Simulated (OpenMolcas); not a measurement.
**Cu³⁺ among point charges: CASSCF and CASPT2 levels and susceptibility, part 1 of 2**

How does a field of 4 point charges split the states of Cu³⁺, and what χT follows?

The numbers are computed with OpenMolcas 26.06 (state-averaged CASSCF and CASPT2, spin-orbit coupling by RASSI with atomic mean-field integrals), except any that are marked as measured or tabulated.

### Step 1. The atom as given

* Species: Cu³⁺ (copper, Z = 29, 26 electrons)
* Basis: ANO-RCC-VDZP [5s4p2d1f], 34 functions
* Scalar Hamiltonian: DKH2, point nucleus
* Inactive shells: 1s 2s 2p 3s 3p
* Active space: 8 electrons in 5 orbitals (3d)
* Some configurations of this space: 3d⁸
* Orbitals: optimised for each spin and parity, averaged over all roots

The outer shells:

3d8
```
3d [↑↓][↑↓][↑↓][↑ ][↑ ]
```

The ion sits among 4 point charges of -2.5 e arranged as a tetrahedron (Td), 1.86 Å from the ion.

The work runs as a chain of OpenMolcas steps in one folder; each step below is one input file. Labels, J, g values, rates, χT and fits are worked out afterwards by a script from the matrices that RASSI stores.

### Step 2. One- and two-electron integrals

File a.inp:

```
&GATEWAY
Coord
1

Cu 0.0 0.0 0.0
Basis=ANO-RCC-VDZP
Group=NoSym
NoMove
AngMom=0.0 0.0 0.0
AMFI
XField
4 Angstrom 0
1.073872 1.073872 1.073872 -2.500000
1.073872 -1.073872 -1.073872 -2.500000
-1.073872 1.073872 -1.073872 -2.500000
-1.073872 -1.073872 1.073872 -2.500000
&SEWARD
```

Command:

```bash
> OMP_NUM_THREADS=1 MOLCAS_MEM=1689 MOLCAS_PROJECT=a pymolcas a.inp > a.log
```

Standard output:

```text
Basis set label: CU.ANO-RCC...5S4P2D1F.

      Electronic valence basis set:
      ------------------
      Associated Effective Charge  29.000000 au
      Associated Actual Charge     29.000000 au
      Nuclear Model: Point charge

      Shell  nPrim  nBasis  Cartesian Spherical Contaminant
         s      21       5        X
         p      15       4        X
         d      10       2                 X
         f       6       1                 X
                  Relativistic Douglas-Kroll-Hess integrals:
                    - DKH order of Hamiltonian: 2
                    - DKH order of Properties : 0
                  Atomic mean-field integrals
```

### Step 3. Reference wave functions, triplets, 10 roots

File a.inp:

```
&RASSCF
FileOrb=start.orb
Symmetry=1
Spin=3
nActEl=8 0 0
Inactive=9
Ras2=5
CIRoot=10 10 1
SDav=10
CIMx=300
Iter=120 100
PrWF=0.3
OrbListing=Nothing
MaxOrb=0
>>> COPY $Project.JobIph JOB001
```

Command:

```bash
> OMP_NUM_THREADS=1 MOLCAS_MEM=1689 MOLCAS_PROJECT=a pymolcas a.inp > a.log
```

start.orb holds the contracted functions of the basis, ordered by shell, or the orbitals of the step before.

Standard output:

```text
Wave function specifications:
      -----------------------------

      Number of closed shell electrons          18
      Number of electrons in active shells       8
      Max number of holes in RAS1 space          0
      Max nr of electrons in RAS3 space          0
      Number of inactive orbitals                9
      Number of active orbitals                  5
      Number of secondary orbitals              20
      Spin quantum number                      1.0
      State symmetry                             1
Orbital specifications:
      -----------------------

      Symmetry species                           1
                                                 a
      Frozen orbitals                            0
      Inactive orbitals                          9
      Active orbitals                            5
      RAS1 orbitals                              0
      RAS2 orbitals                              5
      RAS3 orbitals                              0
      Secondary orbitals                        20
      Deleted orbitals                           0
      Number of basis functions                 34
      Number of CSFs                            10
      Number of root(s) required                10
      Iter CI   SX   CI       RASSCF       Energy    max ROT     max BLB   max BLB  Level Ln srch  Step   QN
          iter iter root      energy       change     param      element    value   shift minimum  type update
 Nr of preliminary CI iterations:   1
      Total energies have been shifted. Add                -1000.00 au
        1   1    7    0  -659.01210082    0.00E+00  -1.47E-01*  10  23 1  7.52E-01*  0.00   0.00    SX    NO
        2   1    7    0  -659.31850547   -3.06E-01*  7.80E-02    7  20 1  4.82E-01*  0.14   0.00    SX    NO
        3   1    7    0  -659.37617352   -5.77E-02*  6.10E-02    8  21 1 -2.69E-01*  0.00   0.00    SX    NO
        4   1    7    0  -659.39714801   -2.10E-02*  4.86E-02    7  20 1  2.18E-01*  0.03   0.00    SX    NO
        5   1    7    0  -659.40735275   -1.02E-02* -1.98E-02    8  21 1 -1.76E-01*  0.00   0.55    LS   YES
        6   1    6    0  -659.42917557   -2.18E-02*  2.30E-03   12  25 1  1.51E-02*  0.00   1.10    QN   YES
        7   1    5    0  -659.42937090   -1.95E-04*  1.43E-04    9  22 1  8.09E-04*  0.00   0.97    QN   YES
        8   1    5    0  -659.42937140   -5.02E-07*  3.62E-05   13  21 1 -9.35E-05   0.00   1.12    QN   YES
        9   1    4    0  -659.42937141   -1.50E-08* -3.79E-06    8  21 1 -1.17E-05   0.00   1.10    QN   YES
       10   1    3    0  -659.42937141   -2.50E-10  -1.99E-07    9  22 1 -2.12E-06   0.00   1.05    QN   YES
      Convergence after 10 iterations
       11   1    3    0  -659.42937141    0.00E+00  -1.99E-07    8  21 1 -1.66E-07   0.00   1.05    QN   YES
      Natural orbitals and occupation numbers for root  1
      sym 1:   2.000000   1.037845   1.037845   1.962155   1.962155
      Natural orbitals and occupation numbers for root  2
      sym 1:   2.000000   1.011828   1.988172   1.011828   1.988172
      Natural orbitals and occupation numbers for root  3
      sym 1:   2.000000   1.028336   1.971664   1.971664   1.028336
::    RASSCF root number  1 Total energy:  -1659.46413376
::    RASSCF root number  2 Total energy:  -1659.46413376
::    RASSCF root number  3 Total energy:  -1659.46413376
::    RASSCF root number  4 Total energy:  -1659.45776774
::    RASSCF root number  5 Total energy:  -1659.45776774
::    RASSCF root number  6 Total energy:  -1659.45776774
::    RASSCF root number  7 Total energy:  -1659.44991319
::    RASSCF root number  8 Total energy:  -1659.35936548
::    RASSCF root number  9 Total energy:  -1659.35936548
::    RASSCF root number 10 Total energy:  -1659.35936548
```

### Step 4. Reference wave functions, singlets, 15 roots

File a.inp:

```
&RASSCF
FileOrb=start.orb
Symmetry=1
Spin=1
nActEl=8 0 0
Inactive=9
Ras2=5
CIRoot=15 15 1
SDav=15
CIMx=300
Iter=120 100
PrWF=0.3
OrbListing=Nothing
MaxOrb=0
>>> COPY $Project.JobIph JOB002
```

Standard output:

```text
Wave function specifications:
      -----------------------------

      Number of closed shell electrons          18
      Number of electrons in active shells       8
      Max number of holes in RAS1 space          0
      Max nr of electrons in RAS3 space          0
      Number of inactive orbitals                9
      Number of active orbitals                  5
      Number of secondary orbitals              20
      Spin quantum number                      0.0
      State symmetry                             1
Orbital specifications:
      -----------------------

      Symmetry species                           1
                                                 a
      Frozen orbitals                            0
      Inactive orbitals                          9
      Active orbitals                            5
      RAS1 orbitals                              0
      RAS2 orbitals                              5
      RAS3 orbitals                              0
      Secondary orbitals                        20
      Deleted orbitals                           0
      Number of basis functions                 34
      Number of CSFs                            15
      Number of root(s) required                15
      Iter CI   SX   CI       RASSCF       Energy    max ROT     max BLB   max BLB  Level Ln srch  Step   QN
          iter iter root      energy       change     param      element    value   shift minimum  type update
 Nr of preliminary CI iterations:   1
      Total energies have been shifted. Add                -1000.00 au
        1   1    5    0  -659.33297174    0.00E+00   3.33E-03   11  24 1 -1.27E-02*  0.00   0.00    SX    NO
        2   1    6    0  -659.33304919   -7.75E-05* -2.14E-03    9  20 1 -1.13E-02*  0.00   0.00    SX    NO
        3   1    6    0  -659.33306761   -1.84E-05* -1.96E-03    9  20 1  8.19E-03*  0.00   0.00    SX    NO
        4   1    6    0  -659.33308035   -1.27E-05* -1.68E-03    9  20 1 -7.33E-03*  0.00   0.00    SX    NO
        5   1    6    0  -659.33309001   -9.66E-06* -7.78E-04    9  20 1  6.31E-03*  0.00   0.54    LS   YES
        6   1    4    0  -659.33311880   -2.88E-05* -4.40E-06   11  24 1 -2.65E-05   0.00   1.00    QN   YES
        7   1    3    0  -659.33311880   -5.84E-10   4.41E-07    9  20 1 -2.49E-06   0.00   1.05    QN   YES
      Convergence after  7 iterations
        8   1    3    0  -659.33311880   -6.14E-12   4.41E-07    9  20 1 -3.47E-07   0.00   1.05    QN   YES
      Natural orbitals and occupation numbers for root  1
      sym 1:   1.568897   1.453179   1.541370   1.999909   1.436646
      Natural orbitals and occupation numbers for root  2
      sym 1:   1.999870   1.411858   1.570591   1.422966   1.594715
      Natural orbitals and occupation numbers for root  3
      sym 1:   1.662942   1.381488   1.449964   1.511062   1.994544
::    RASSCF root number  1 Total energy:  -1659.37862789
::    RASSCF root number  2 Total energy:  -1659.37862789
::    RASSCF root number  3 Total energy:  -1659.37862789
::    RASSCF root number  4 Total energy:  -1659.37546176
::    RASSCF root number  5 Total energy:  -1659.37546176
::    RASSCF root number  6 Total energy:  -1659.33257708
::    RASSCF root number  7 Total energy:  -1659.33257708
::    RASSCF root number  8 Total energy:  -1659.33257708
::    RASSCF root number  9 Total energy:  -1659.32885068
::    RASSCF root number 10 Total energy:  -1659.32885068
::    RASSCF root number 11 Total energy:  -1659.32885068
::    RASSCF root number 12 Total energy:  -1659.32872021
::    RASSCF root number 13 Total energy:  -1659.32872021
::    RASSCF root number 14 Total energy:  -1659.32757739
::    RASSCF root number 15 Total energy:  -1659.14067370
```

### Step 5. State interaction with spin-orbit coupling

File a.inp:

```
&RASSI
NrOfJobIphs=2 10 15
1 2 3 4 5 6 7 8 9 10
1 2 3 4 5 6 7 8 9 10 11 12 13 14 15
IphNames
JOB001
JOB002
EJob
SpinOrbit
DIPRint=1.0
SOCoupling=1000.0
Subsets=2
Property=9
'ANGMOM' 1 'ANGMOM' 2 'ANGMOM' 3 'MLTPL  1' 1 'MLTPL  1' 2 'MLTPL  1' 3
'AMFI' 1 'AMFI' 2 'AMFI' 3
SOProperty=3
'ANGMOM' 1 'ANGMOM' 2 'ANGMOM' 3
```

Command:

```bash
> OMP_NUM_THREADS=1 MOLCAS_MEM=1689 MOLCAS_PROJECT=a pymolcas a.inp > a.log
```

Standard output:

```text
SPIN-FREE ENERGIES:
  (Shifted by EMIN (a.u.) =      -1659.4641337608)

 SF State       Relative EMIN(au)   Rel lowest level(eV)    D:o, cm**(-1)      L_eff

     1             0.0000000000        0.0000000000              0.0000         3.0
     2             0.0000000000        0.0000000000              0.0000         3.0
     3             0.0000000000        0.0000000000              0.0000         3.0
     4             0.0063660250        0.1732283649           1397.1810         3.0
     5             0.0063660250        0.1732283649           1397.1810         3.0
     6             0.0063660250        0.1732283649           1397.1810         3.0
     7             0.0142205695        0.3869614102           3121.0543         3.0
    11             0.0855058753        2.3267334002          18766.3705         2.0
    12             0.0855058753        2.3267334002          18766.3705         2.0
    13             0.0855058753        2.3267334002          18766.3705         2.0
    14             0.0886720017        2.4128880866          19461.2549         2.1
    15             0.0886720017        2.4128880866          19461.2549         2.1
    10             0.1047682794        2.8508901162          22993.9795         1.0
     8             0.1047682794        2.8508901162          22993.9795         1.0
     9             0.1047682794        2.8508901162          22993.9795         1.0
    16             0.1315566826        3.5798397039          28873.3544         4.0
    17             0.1315566826        3.5798397039          28873.3544         4.0
    18             0.1315566826        3.5798397039          28873.3544         4.0
    19             0.1352830809        3.6812401662          29691.2043         4.0
    20             0.1352830809        3.6812401662          29691.2043         4.0
    21             0.1352830809        3.6812401662          29691.2043         4.0
    22             0.1354135492        3.6847903903          29719.8388         4.0
    23             0.1354135492        3.6847903903          29719.8388         4.0
    24             0.1365563757        3.7158882842          29970.6602         4.0
    25             0.3234600597        8.8017966199          70991.2774         0.0
     Dipole printing threshold changed to   1.00000000E+00

++ Dipole transition strengths (spin-free states):
   -----------------------------------------------
     for osc. strength at least  1.00000000E+00

  ( Max oscillator strength is only    6.7031669589434859E-007 )
--
Eigenvalues of complex Hamiltonian:
   -----------------------------------
  (Shifted by EMIN (a.u.) =      -1659.4641337608)

 SO State       Relative EMIN(au)   Rel lowest level(eV)    D:o, cm**(-1)     J-value

     1            -0.0065845157        0.0000000000              0.0000         3.2
     2            -0.0050478368        0.0418151637            337.2620         2.8
     3            -0.0050478368        0.0418151637            337.2620         3.6
     4            -0.0050478368        0.0418151637            337.2620         2.9
     5            -0.0031833652        0.0925500200            746.4663         3.2
     6            -0.0031833652        0.0925500200            746.4663         3.1
     7            -0.0002919012        0.1712307636           1381.0692         3.1
     8            -0.0002919012        0.1712307636           1381.0692         2.9
     9            -0.0002919012        0.1712307636           1381.0692         2.9
    10             0.0067614796        0.3631630319           2929.1074         2.4
    11             0.0067614796        0.3631630320           2929.1074         2.5
    12             0.0067614796        0.3631630319           2929.1074         2.4
    13             0.0069745322        0.3689604883           2975.8670         2.8
    14             0.0069745322        0.3689604883           2975.8670         2.2
    15             0.0069745322        0.3689604883           2975.8670         2.2
    16             0.0085250460        0.4111521187           3316.1655         2.4
    17             0.0110262982        0.4792146573           3865.1269         1.9
    18             0.0110262982        0.4792146573           3865.1269         1.5
    19             0.0176340067        0.6590195662           5315.3513         2.0
    20             0.0176340067        0.6590195662           5315.3513         1.6
    21             0.0176340067        0.6590195662           5315.3513         2.0
    22             0.0841536356        2.4691108815          19914.7223         1.7
    23             0.0841536356        2.4691108815          19914.7223         1.1
    24             0.0841536356        2.4691108815          19914.7223         1.8
    25             0.0867055327        2.5385515396          20474.7990         1.3
    26             0.0867055327        2.5385515396          20474.7990         1.8
    27             0.1046107959        3.0257785722          24404.5500         1.8
    28             0.1046107959        3.0257785722          24404.5500         1.8
    29             0.1046107959        3.0257785722          24404.5500         1.0
    30             0.1050883628        3.0387738300          24509.3638         2.0
    31             0.1050883628        3.0387738299          24509.3638         1.0
    32             0.1069156619        3.0884971717          24910.4096         0.6
    33             0.1069156619        3.0884971717          24910.4096         0.6
    34             0.1069156619        3.0884971717          24910.4096         1.0
    35             0.1085470501        3.1328895041          25268.4579         0.0
    36             0.1317084363        3.7631429299          30351.7946         3.4
    37             0.1317084363        3.7631429299          30351.7946         3.1
    38             0.1317084363        3.7631429299          30351.7946         3.0
    39             0.1354160069        3.8640310659          31165.5123         3.8
    40             0.1354160069        3.8640310659          31165.5123         3.6
    41             0.1354160069        3.8640310659          31165.5123         1.8
Weights of the five most important spin-orbit-free states for each spin-orbit state.

 SO State  Total energy (au)           Spin-free states, spin, and weights
 -------------------------------------------------------------------------------------------------------
    1        -0.006585       1 1.0  0.3330    3 1.0  0.3330    2 1.0  0.3330   24 0.0  0.0009   10 1.0  0.0000
    2        -0.005048       3 1.0  0.4202    2 1.0  0.3920    4 1.0  0.0578    6 1.0  0.0557    1 1.0  0.0425
    3        -0.005048       1 1.0  0.4175    2 1.0  0.2220    3 1.0  0.2151    6 1.0  0.0727    5 1.0  0.0415
    4        -0.005048       1 1.0  0.3946    2 1.0  0.2406    3 1.0  0.2194    5 1.0  0.0721    4 1.0  0.0563
    5        -0.003183       3 1.0  0.2597    6 1.0  0.2371    2 1.0  0.2036    1 1.0  0.1118    5 1.0  0.1076
    6        -0.003183       1 1.0  0.2716    4 1.0  0.2035    2 1.0  0.1798    5 1.0  0.1748    3 1.0  0.1237
    7        -0.000292       3 1.0  0.2647    4 1.0  0.1713    6 1.0  0.1602    2 1.0  0.1602    1 1.0  0.1289
    8        -0.000292       2 1.0  0.2924    1 1.0  0.1924    6 1.0  0.1713    5 1.0  0.1648    7 1.0  0.0696
    9        -0.000292       1 1.0  0.2325    3 1.0  0.2201    5 1.0  0.1667    4 1.0  0.1648    2 1.0  0.1012
   10         0.006761       7 1.0  0.2200    1 1.0  0.2038    6 1.0  0.1642    2 1.0  0.1237    5 1.0  0.1077
   11         0.006761       7 1.0  0.2200    3 1.0  0.1691    2 1.0  0.1663    6 1.0  0.1603    4 1.0  0.1168
   12         0.006761       7 1.0  0.2200    5 1.0  0.1694    3 1.0  0.1584    4 1.0  0.1551    2 1.0  0.1374
```

These steps: 4.9 s of run time, 1 thread, shared host.

States without spin-orbit coupling:

```csv
state,degeneracy,E (cm-1),free-ion L (%)
3T1,3,0,F (100)
3T2,3,1397,F (100)
3A2,1,3121,F (100)
1T2,3,18766,D (99)
1E,2,19461,D (98)
3T1,3,22994,P (100)
1T2,3,28873,G (99)
1T1,3,29691,G (100)
1E,2,29720,G (98)
1A1,1,29971,G (100)
1A1,1,70991,S (100)
```

With spin-orbit coupling:

| E (cm-1) | Degeneracy | Label | 2S+1 |
| --- | --- | --- | --- |
| 0.0 | 1 | A1 | 3 |
| 337.3 | 3 | T1 | 3 |
| 746.5 | 2 | E | 3 |
| 1381 | 3 | T2 | 3 |
| 2929 | 3 | T2 | 3 |
| 2976 | 3 | T1 | 3 |
| 3316 | 1 | A2 | 3 |
| 3865 | 2 | E | 3 |
| 5315 | 3 | T2 | 3 |
| 19915 | 3 | T2 | 1 |
| 20475 | 2 | E | 1 |
| 24405 | 3 | T2 | 3 |
| 24509 | 2 | E | 3 |
| 24910 | 3 | T1 | 3 |
| 25268 | 1 | A1 | 3 |
| 30352 | 3 | T2 | 1 |
| 31166 | 3 | T1 | 1 |
| 31202 | 2 | E | 1 |
| 31445 | 1 | A1 | 1 |
| 72549 | 1 | A1 | 1 |

Powder χT (cm³ K/mol): 0.03 at 2 K, 0.08 at 5 K, 0.16 at 10 K, 0.33 at 20 K, 0.81 at 50 K, 1.59 at 100 K, 2.21 at 150 K, 2.61 at 200 K, 2.87 at 250 K, 3.04 at 300 K.

A ligand-field fit to the states below 45000 cm-1 gives 10Dq = -1674 cm-1, B = 1460 cm-1 and C = 5407 cm-1 (C/B = 3.70), with a deviation of 32 cm-1.

Orbitals of the lowest block (energies include the constant potential of the surroundings):

```csv
shell,space,energy (hartree),mean occupation,⟨r²⟩ (bohr²)
1s,inactive,-331.3451,2.000,0.00362
2s,inactive,-40.5917,2.000,0.0646
2p,inactive,-34.7325,6.000,0.0521
3s,inactive,-4.0894,2.000,0.579
3p,inactive,-2.2720,6.000,0.642
3d,RAS2,,8.000,1.01
```

(Continued in part 2 of 2.)
